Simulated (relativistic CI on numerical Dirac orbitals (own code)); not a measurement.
# Mo: one ion under different settings

Aim: see what numerical and physical settings do to the SCF, the total energy and the lowest levels of Mo.

The numbers are computed with relativistic CI on numerical Dirac orbitals (own code) version 3 (Dirac-Coulomb-Breit CI, KLI orbitals optimised for each configuration, model QED (radiative potential, 1s self-energy scaled to tabulated hydrogen-like ionisation energies), numerical settings as typed), except any that are marked as measured or tabulated.

### 1 The system

| Item | Value |
| --- | --- |
| ion | Mo (Mo I) |
| nuclear charge | 42 |
| electrons | 42 |
| isotope | A = 98 |

### 2 Usual settings

Settings of the run:

```ini
atom Mo  Z=42  charge=0  electrons=42
nucleus A=98  rms_radius_fm=4.4091
hamiltonian dirac-coulomb  breit=on  qed=on  c_scale=1
orbitals kli  potential=per-configuration
slater_scale 1
correlation none
mixing on
grid step=0.0125 r_max=201.2
scf mixing=0.4 start=green max_iterations=150 tolerance=2e-08 node_fill=0.05
configurations
  [Kr] 4d5 5s
  [Kr] 4d4 5s2
end
```

The run is started by

```sh
> python run_levels.py task.json out
```

task.json lists these runs, among others, and the program works through them in turn.

Results of the run (chosen fields of its result record, rounded):

```text
{
  "status": "converged",
  "levels [i, E_cm, J2, conf, term, w_term, w_jj]": [
    [0, 0, 6, "4d5 5s", "7S", 0.9978, 0.4281],
    [1, 17049.299, 0, "4d4 5s2", "5D", 0.8162, 0.5342],
    [2, 17204.819, 2, "4d4 5s2", "5D", 0.8121, 0.454],
    [3, 17494.914, 4, "4d4 5s2", "5D", 0.8019, 0.5398],
    [4, 17902.306, 6, "4d4 5s2", "5D", 0.7884, 0.3732],
    [5, 18421.364, 8, "4d4 5s2", "5D", 0.7737, 0.343],
    [6, 18576.494, 4, "4d5 5s", "5S", 0.9914, 0.4253],
    [7, 21749.088, 4, "4d5 5s", "5G", 0.9928, 0.395],
    [8, 21779.699, 6, "4d5 5s", "5G", 0.9945, 0.4218],
    [9, 21811.034, 8, "4d5 5s", "5G", 0.9963, 0.5243],
    [10, 21833.446, 10, "4d5 5s", "5G", 0.9975, 0.6355],
    [11, 21835.83, 12, "4d5 5s", "5G", 0.9972, 0.515],
    [12, 24697.099, 6, "4d5 5s", "5P", 0.9458, 0.2872],
    [13, 24766.003, 4, "4d5 5s", "5P", 0.9593, 0.4696],
    "... 16 more rows left out ..."
  ],
  "total_energy [Ha]": -4043.2537469,
  "n_levels_all": 108,
  "overlap": 2.46614e-12,
  "scf_iterations": [13, 16],
  "orbital_energies [Ha]": {"1s": -727.514, "2s": -102.853, "2p1/2": -94.5935, "2p3/2": -90.6883, "3s": -17.7371, "3p1/2": -14.5939, "3p3/2": -13.9496, "3d3/2": -8.40131, "3d5/2": -8.27963, "4s": -2.49568, "4p1/2": -1.61258, "4p3/2": -1.52393, "4d3/2": -0.290439, "4d5/2": -0.283212, "5s": -0.294454},
  "configurations [conf, odd, states, E_av_Ha, breit_Ha, qed_Ha]": [
    ["4d5 5s", 0, 504, -4047.119306, 2.424, 1.621],
    ["4d4 5s2", 0, 210, -4047.114716, 2.424, 1.621]
  ],
  "scf_steps of the first configuration [iteration, E_Ha, residual, outer_eigenvalue_Ha]": [
    [1, -4044.63321, 0.882, -0.245],
    [2, -4046.766031, 0.308, -0.211],
    [3, -4047.059099, 0.169, -0.2542],
    [4, -4047.101147, 0.104, -0.2663],
    [5, -4047.119539, 0.00859, -0.289],
    [6, -4047.119075, 0.00522, -0.2945],
    [7, -4047.11923, 0.000686, -0.294],
    [8, -4047.119314, 0.00028, -0.2948],
    [9, -4047.119306, 3.14e-05, -0.2945],
    [10, -4047.119308, 2.3e-05, -0.2945],
    [11, -4047.119306, 1.41e-06, -0.2944],
    [12, -4047.119306, 2.08e-07, -0.2944],
    [13, -4047.119306, 1.95e-08, -0.2944]
  ]
}
```

Run time: 0.13 s. Hardware: 1 thread, shared host.

### 3 Breit term off

The settings differ from step 2 so:

```diff
@@ -2,3 +2,3 @@
 nucleus A=98  rms_radius_fm=4.4091
-hamiltonian dirac-coulomb  breit=on  qed=on  c_scale=1
+hamiltonian dirac-coulomb  breit=off  qed=on  c_scale=1
 orbitals kli  potential=per-configuration
```

Result record:

```text
{
  "status": "converged",
  "levels [i, E_cm, J2, conf, term, w_term]": [
    [0, 0, 6, "4d5 5s", "7S", 0.9975],
    [1, 16918.593, 0, "4d4 5s2", "5D", 0.8194],
    [2, 17084.71, 2, "4d4 5s2", "5D", 0.8153],
    [3, 17393.053, 4, "4d4 5s2", "5D", 0.8048],
    [4, 17824.344, 6, "4d4 5s2", "5D", 0.7908],
    [5, 18372.846, 8, "4d4 5s2", "5D", 0.7755],
    [6, 18572.183, 4, "4d5 5s", "5S", 0.9905],
    [7, 21740.864, 4, "4d5 5s", "5G", 0.992],
    "... 22 more rows left out ..."
  ],
  "total_energy [Ha]": -4045.6777848,
  "n_levels_all": 108,
  "overlap": 2.46614e-12,
  "scf_iterations": [13, 16],
  "orbital_energies [Ha]": {"1s": -727.514, "2s": -102.853, "2p1/2": -94.5935, "2p3/2": -90.6883, "3s": -17.7371, "3p1/2": -14.5939, "3p3/2": -13.9496, "3d3/2": -8.40131, "3d5/2": -8.27963, "4s": -2.49568, "4p1/2": -1.61258, "4p3/2": -1.52393, "4d3/2": -0.290439, "4d5/2": -0.283212, "5s": -0.294454},
  "configurations [conf, odd, states, E_av_Ha, breit_Ha, qed_Ha]": [
    ["4d5 5s", 0, 504, -4047.119306, 0, 1.621],
    ["4d4 5s2", 0, 210, -4047.114716, 0, 1.621]
  ],
  "scf_steps of the first configuration [iteration, E_Ha, residual, outer_eigenvalue_Ha]": [
    [1, -4044.63321, 0.882, -0.245],
    [2, -4046.766031, 0.308, -0.211],
    [3, -4047.059099, 0.169, -0.2542],
    [4, -4047.101147, 0.104, -0.2663],
    [5, -4047.119539, 0.00859, -0.289],
    [6, -4047.119075, 0.00522, -0.2945],
    [7, -4047.11923, 0.000686, -0.294],
    [8, -4047.119314, 0.00028, -0.2948],
    [9, -4047.119306, 3.14e-05, -0.2945],
    [10, -4047.119308, 2.3e-05, -0.2945],
    [11, -4047.119306, 1.41e-06, -0.2944],
    [12, -4047.119306, 2.08e-07, -0.2944],
    [13, -4047.119306, 1.95e-08, -0.2944]
  ]
}
```

It took 0.13 s on 1 thread, shared host.

### 4 Slater scale 1.2, iteration limit 30

Settings of the run:

```ini
atom Mo  Z=42  charge=0  electrons=42
nucleus A=98  rms_radius_fm=4.4091
hamiltonian dirac-coulomb  breit=on  qed=on  c_scale=1
orbitals kli  potential=per-configuration
slater_scale 1.2
correlation none
mixing on
grid step=0.0125 r_max=201.2
scf mixing=0.4 start=green max_iterations=30 tolerance=2e-08 node_fill=0.05
configurations
  [Kr] 4d5 5s
  [Kr] 4d4 5s2
end
```

Result record:

```text
{
  "status": "converged",
  "levels [i, E_cm, J2, conf, term, w_term]": [
    [0, 0, 6, "4d5 5s", "7S", 0.9984],
    [1, 20430.141, 0, "4d4 5s2", "5D", 0.8187],
    [2, 20585.608, 2, "4d4 5s2", "5D", 0.8153],
    [3, 20881.316, 4, "4d4 5s2", "5D", 0.8075],
    [4, 21302.483, 6, "4d4 5s2", "5D", 0.7965],
    [5, 21842.593, 8, "4d4 5s2", "5D", 0.7841],
    [6, 22304.745, 4, "4d5 5s", "5S", 0.9941],
    [7, 26116.372, 4, "4d5 5s", "5G", 0.9949],
    "... 22 more rows left out ..."
  ],
  "total_energy [Ha]": -4043.2895832,
  "n_levels_all": 108,
  "overlap": 2.46614e-12,
  "scf_iterations": [13, 16],
  "orbital_energies [Ha]": {"1s": -727.514, "2s": -102.853, "2p1/2": -94.5935, "2p3/2": -90.6883, "3s": -17.7371, "3p1/2": -14.5939, "3p3/2": -13.9496, "3d3/2": -8.40131, "3d5/2": -8.27963, "4s": -2.49568, "4p1/2": -1.61258, "4p3/2": -1.52393, "4d3/2": -0.290439, "4d5/2": -0.283212, "5s": -0.294454},
  "configurations [conf, odd, states, E_av_Ha, breit_Ha, qed_Ha]": [
    ["4d5 5s", 0, 504, -4047.119306, 2.424, 1.621],
    ["4d4 5s2", 0, 210, -4047.114716, 2.424, 1.621]
  ],
  "scf_steps of the first configuration [iteration, E_Ha, residual, outer_eigenvalue_Ha]": [
    [1, -4044.63321, 0.882, -0.245],
    [2, -4046.766031, 0.308, -0.211],
    [3, -4047.059099, 0.169, -0.2542],
    [4, -4047.101147, 0.104, -0.2663],
    [5, -4047.119539, 0.00859, -0.289],
    [6, -4047.119075, 0.00522, -0.2945],
    [7, -4047.11923, 0.000686, -0.294],
    [8, -4047.119314, 0.00028, -0.2948],
    [9, -4047.119306, 3.14e-05, -0.2945],
    [10, -4047.119308, 2.3e-05, -0.2945],
    [11, -4047.119306, 1.41e-06, -0.2944],
    [12, -4047.119306, 2.08e-07, -0.2944],
    [13, -4047.119306, 1.95e-08, -0.2944]
  ]
}
```

Run time: 0.13 s. Hardware: 1 thread, shared host.

### 5 Speed-of-light factor 0.8, tolerance 1e-05, Breit term off

Settings of the run:

```ini
atom Mo  Z=42  charge=0  electrons=42
nucleus A=98  rms_radius_fm=4.4091
hamiltonian dirac-coulomb  breit=off  qed=on  c_scale=0.8
orbitals kli  potential=per-configuration
slater_scale 1
correlation none
mixing on
grid step=0.0125 r_max=201.2
scf mixing=0.4 start=green max_iterations=150 tolerance=1e-05 node_fill=0.05
configurations
  [Kr] 4d5 5s
  [Kr] 4d4 5s2
end
```

Result record:

```text
{
  "status": "converged",
  "levels [i, E_cm, J2, conf, term, w_term]": [
    [0, 0, 6, "4d5 5s", "7S", 0.9944],
    [1, 14120.154, 0, "4d4 5s2", "5D", 0.8534],
    [2, 14420.799, 2, "4d4 5s2", "5D", 0.8539],
    [3, 14942.907, 4, "4d4 5s2", "5D", 0.8469],
    [4, 15629.861, 6, "4d4 5s2", "5D", 0.8315],
    [5, 16470.356, 8, "4d4 5s2", "5D", 0.8137],
    [6, 19842.062, 4, "4d5 5s", "5S", 0.9715],
    [7, 21650.042, 4, "4d5 5s", "5G", 0.9811],
    "... 22 more rows left out ..."
  ],
  "total_energy [Ha]": -4088.9120942,
  "n_levels_all": 108,
  "overlap": 2.46177e-12,
  "scf_iterations": [9, 13],
  "orbital_energies [Ha]": {"1s": -738.318, "2s": -105.421, "2p1/2": -96.8753, "2p3/2": -90.5672, "3s": -18.2142, "3p1/2": -14.9825, "3p3/2": -13.938, "3d3/2": -8.35952, "3d5/2": -8.17012, "4s": -2.57118, "4p1/2": -1.66307, "4p3/2": -1.51925, "4d3/2": -0.284883, "4d5/2": -0.2738, "5s": -0.298647},
  "configurations [conf, odd, states, E_av_Ha, breit_Ha, qed_Ha]": [
    ["4d5 5s", 0, 504, -4090.636963, 0, 1.906],
    ["4d4 5s2", 0, 210, -4090.645332, 0, 1.906]
  ],
  "scf_steps of the first configuration [iteration, E_Ha, residual, outer_eigenvalue_Ha]": [
    [1, -4087.541451, 0.989, -0.2548],
    [2, -4090.191163, 0.346, -0.2153],
    [3, -4090.561257, 0.191, -0.2628],
    [4, -4090.625275, 0.0878, -0.2781],
    [5, -4090.637161, 0.00934, -0.2937],
    [6, -4090.637018, 0.00211, -0.2966],
    [7, -4090.636917, 0.000872, -0.2976],
    [8, -4090.636948, 0.000193, -0.2985],
    [9, -4090.636963, 9.23e-06, -0.2987]
  ]
}
```

It took 0.12 s on 1 thread, shared host.

A changed speed of light describes a fictitious ion. The QED potentials keep the true α.

### 6 Nuclear radius 440.91

Settings of the run:

```ini
atom Mo  Z=42  charge=0  electrons=42
nucleus A=98  rms_radius_fm=440.9100
hamiltonian dirac-coulomb  breit=on  qed=on  c_scale=1
orbitals kli  potential=per-configuration
slater_scale 1
correlation none
mixing on
grid step=0.0125 r_max=201.2
scf mixing=0.4 start=green max_iterations=93 tolerance=2e-08 node_fill=0.05
configurations
  [Kr] 4d5 5s
  [Kr] 4d4 5s2
end
```

Result record:

```text
{
  "status": "converged",
  "levels [i, E_cm, J2, conf, term, w_term]": [
    [0, 0, 6, "4d5 5s", "7S", 0.9975],
    [1, 14989.298, 4, "4d5 5s", "5S", 0.9944],
    [2, 21536.336, 4, "4d5 5s", "5G", 0.9898],
    [3, 21571.302, 6, "4d5 5s", "5G", 0.9914],
    [4, 21589.744, 0, "4d4 5s2", "5D", 0.639],
    [5, 21607.836, 8, "4d5 5s", "5G", 0.9948],
    [6, 21634.339, 10, "4d5 5s", "5G", 0.9972],
    [7, 21635.873, 12, "4d5 5s", "5G", 0.9968],
    "... 22 more rows left out ..."
  ],
  "total_energy [Ha]": -3848.4788737,
  "n_levels_all": 108,
  "overlap": 2.40332e-12,
  "scf_iterations": [13, 12],
  "orbital_energies [Ha]": {"1s": -644.751, "2s": -93.8403, "2p1/2": -94.9386, "2p3/2": -91.2296, "3s": -16.1001, "3p1/2": -14.6237, "3p3/2": -14.016, "3d3/2": -8.44754, "3d5/2": -8.32391, "4s": -2.16619, "4p1/2": -1.55301, "4p3/2": -1.46913, "4d3/2": -0.221609, "4d5/2": -0.21408, "5s": -0.195995},
  "configurations [conf, odd, states, E_av_Ha, breit_Ha, qed_Ha]": [
    ["4d5 5s", 0, 504, -3851.113243, 2.056, 0.7538],
    ["4d4 5s2", 0, 210, -3851.078614, 2.057, 0.7539]
  ],
  "scf_steps of the first configuration [iteration, E_Ha, residual, outer_eigenvalue_Ha]": [
    [1, -3849.151121, 0.781, -0.2214],
    [2, -3850.845257, 0.247, -0.1951],
    [3, -3851.062954, 0.141, -0.2322],
    [4, -3851.108558, 0.0588, -0.2254],
    [5, -3851.113148, 0.0169, -0.2121],
    [6, -3851.113224, 0.00343, -0.2004],
    [7, -3851.113228, 0.002, -0.1986],
    [8, -3851.113248, 0.000628, -0.1967],
    [9, -3851.113246, 0.000139, -0.1962],
    [10, -3851.113245, 1.54e-05, -0.196],
    [11, -3851.113243, 4.49e-07, -0.196],
    [12, -3851.113243, 2.64e-07, -0.196],
    [13, -3851.113243, 1.44e-08, -0.196]
  ]
}
```

Run time: 0.12 s. Hardware: 1 thread, shared host.

A bad setting: its result is shown only for the comparison.

### 7 Node fill 5

Settings of the run:

```ini
atom Mo  Z=42  charge=0  electrons=42
nucleus A=98  rms_radius_fm=4.4091
hamiltonian dirac-coulomb  breit=on  qed=on  c_scale=1
orbitals kli  potential=per-configuration
slater_scale 1
correlation none
mixing on
grid step=0.0125 r_max=201.2
scf mixing=0.4 start=green max_iterations=53 tolerance=2e-08 node_fill=5
configurations
  [Kr] 4d5 5s
  [Kr] 4d4 5s2
end
```

Result record:

```text
{
  "status": "converged",
  "levels [i, E_cm, J2, conf, term, w_term]": [
    [0, 0, 6, "4d5 5s", "7S", 0.9922],
    [1, 13824.313, 0, "4d4 5s2", "5D", 0.7987],
    [2, 14089.006, 2, "4d4 5s2", "5D", 0.7946],
    [3, 14530.269, 4, "4d4 5s2", "5D", 0.7777],
    [4, 15104.741, 6, "4d4 5s2", "5D", 0.7519],
    [5, 15837.554, 8, "4d4 5s2", "5D", 0.7326],
    [6, 19322.905, 4, "4d5 5s", "5G", 0.9726],
    [7, 19411.747, 6, "4d5 5s", "5G", 0.978],
    "... 22 more rows left out ..."
  ],
  "total_energy [Ha]": -4042.7403532,
  "n_levels_all": 108,
  "overlap": 1.77838e-12,
  "scf_iterations": [14, 15],
  "orbital_energies [Ha]": {"1s": -722.365, "2s": -100.83, "2p1/2": -92.2454, "2p3/2": -88.4183, "3s": -16.9084, "3p1/2": -13.7381, "3p3/2": -13.1159, "3d3/2": -7.60256, "3d5/2": -7.48829, "4s": -2.30174, "4p1/2": -1.44557, "4p3/2": -1.36502, "4d3/2": -0.214116, "4d5/2": -0.208612, "5s": -0.259525},
  "configurations [conf, odd, states, E_av_Ha, breit_Ha, qed_Ha]": [
    ["4d5 5s", 0, 504, -4046.576634, 2.385, 1.615],
    ["4d4 5s2", 0, 210, -4046.578492, 2.385, 1.615]
  ],
  "scf_steps of the first configuration [iteration, E_Ha, residual, outer_eigenvalue_Ha]": [
    [1, -4044.63321, 1.26, -0.245],
    [2, -4045.70305, 0.436, -0.1788],
    [3, -4046.984366, 0.283, -0.2643],
    [4, -4046.640821, 0.0923, -0.2671],
    [5, -4046.592024, 0.0402, -0.2628],
    [6, -4046.573796, 0.00186, -0.2586],
    [7, -4046.575909, 0.00109, -0.2595],
    [8, -4046.576706, 9.26e-05, -0.2595],
    [9, -4046.576676, 1.88e-05, -0.2595],
    [10, -4046.576625, 8.74e-06, -0.2595],
    [11, -4046.576631, 2.43e-06, -0.2595],
    [12, -4046.576634, 2.93e-07, -0.2595],
    [13, -4046.576634, 4.85e-08, -0.2595],
    [14, -4046.576634, 7.76e-09, -0.2595]
  ]
}
```

Wall time 0.13 s (1 thread, shared host).

This setting is unsound; the numbers are not properties of the ion.

### 8 Comparison

| setting | total energy less usual (Ha) | largest shift of a level among the lowest eight of both runs, same label and place (cm⁻¹) | SCF iterations | time | lowest level | kind of change |
| --- | --- | --- | --- | --- | --- | --- |
| usual | 0 | 0 | 29 | 0.13 s | 4d5 5s 7S3 | - |
| Breit term off | -2.42 | 131 | 29 | 0.13 s | 4d5 5s 7S3 | model term |
| Slater scale 1.2, iteration limit 30 | -0.0358 | 4370 | 29 | 0.13 s | 4d5 5s 7S3 | model term |
| speed-of-light factor 0.8, tolerance 1e-05, Breit term off | -45.7 | 2930 | 22 | 0.12 s | 4d5 5s 7S3 | unphysical constant |
| nuclear radius 440.91 | 195 | 4540 | 25 | 0.12 s | 4d5 5s 7S3 | unsound |
| node fill 5 | 0.513 | 3220 | 29 | 0.13 s | 4d5 5s 7S3 | unsound |

### 9 Summary of results

| quantity | value |
| --- | --- |
| lowest level, usual settings | 4d5 5s 7S3 |
| total energy | -4043.2537 Ha |
| first excitation | 17049.3 cm⁻¹ |

**Reading.** Among the runs whose levels can be followed, they move most under «nuclear radius 440.91» (unsound), by up to 4540 cm⁻¹. Only the listed configurations are in the model. In a near-neutral ion this small CI can misplace whole configurations by 10,000 cm⁻¹ or more.
